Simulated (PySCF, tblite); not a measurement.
**C₃H₇BrSi₂: geometry, infrared bands and NMR shifts**

What infrared bands and NMR shifts should C₃H₇BrSi₂ (`C#C[C@@H]([SiH3])[SiH2]Br`) show?

The runs use tblite 0.8.0 and PySCF 2.14.0, with density-fitted response routines of our own; the level of theory stands in each step. All values are computed, except where a source is named. Atoms are numbered from 0 throughout.

### Step 1. Starting geometry

13 atoms, charge 0, multiplicity 1; geometry from: force field or distance geometry start.

Bonds of the start (Å): C0–C1 1.20, C1–C2 1.47, C2–Si3 1.88, C2–Si4 1.85, Si4–Br5 2.25, C0–H6 1.05, C2–H7 1.11, Si3–H8 1.44, Si3–H9 1.46, Si3–H10 1.48, Si4–H11 1.47, Si4–H12 1.48.

### Step 2. Geometry optimisation with GFN2-xTB

The job: settings as JSON, then the geometry in Å.

```
{"job": {"kind": "relax", "xc": "GFN2-xTB", "basis": "xTB"}, "charge": 0, "multiplicity": 1}
C     -2.389500    -1.142600     0.105100
C     -1.327200    -0.677700    -0.206900
C     -0.001100    -0.146100    -0.563400
Si    -0.052200     1.695300    -0.196900
Si     1.327200    -0.884500     0.496200
Br     2.884500    -1.746800    -0.885400
H     -3.324100    -1.547000     0.375800
H      0.238600    -0.282100    -1.633600
H     -0.484900     2.468200    -1.335200
H     -0.875000     1.905200     0.994000
H      1.337500     2.071300     0.129500
H      1.904400     0.199200     1.311400
H      0.757400    -1.911900     1.391700
```

Started as:

```bash
OMP_NUM_THREADS=1 python probes_run.py task.json out
```

The driver reads the jobs from task.json and runs them one after another.

**Question.** This job is followed by: GFN2-xTB harmonic vibrations, gas phase; GIAO PBE0/pcSseg-1 NMR shielding, non-relativistic, gas phase. Predict these results of the whole session: strongest single infrared mode (GFN2-xTB); zero-point energy (GFN2-xTB); 13C shifts against TMS (PBE0/pcSseg-1); 1H shifts against TMS (PBE0/pcSseg-1, means over atoms taken as alike); 29Si shifts against TMS (PBE0/pcSseg-1); 79Br shifts against HBr (PBE0/pcSseg-1).

The runs gave:

| quantity | value |
| --- | --- |
| strongest single infrared mode (GFN2-xTB) | 716 cm⁻¹, 501 km/mol |
| zero-point energy (GFN2-xTB) | 48.4 kcal/mol |
| 13C shifts against TMS (PBE0/pcSseg-1) | 83.5, 74.8, 1.6 ppm |
| 1H shifts against TMS (PBE0/pcSseg-1, means over atoms taken as alike) | 5.47, 5.17, 4.19, 1.79, 1.47 ppm |
| 29Si shifts against TMS (PBE0/pcSseg-1) | -17.7, -64.8 ppm |
| 79Br shifts against HBr (PBE0/pcSseg-1) | -96 ppm |

The optimisation took 115 steps and gained 0.369 eV; among the close pairs (by a distance rule), C2–Si4 changed most, from 1.853 to 1.899 Å. All 33 modes are real, so the xTB geometry is a minimum. The strongest single mode, at 716 cm⁻¹, moves mainly H12 and H11. GFN2-xTB is a fitted tight-binding method: band positions and strengths are rough. Its intensities can rank the bands wrongly. At PBE0/pcSseg-1: Shielding is most anisotropic at Br5 (span 343 ppm, paramagnetic term -406 ppm). Spin-orbit coupling is left out, which matters for shieldings and couplings at and beside the heavy atoms.
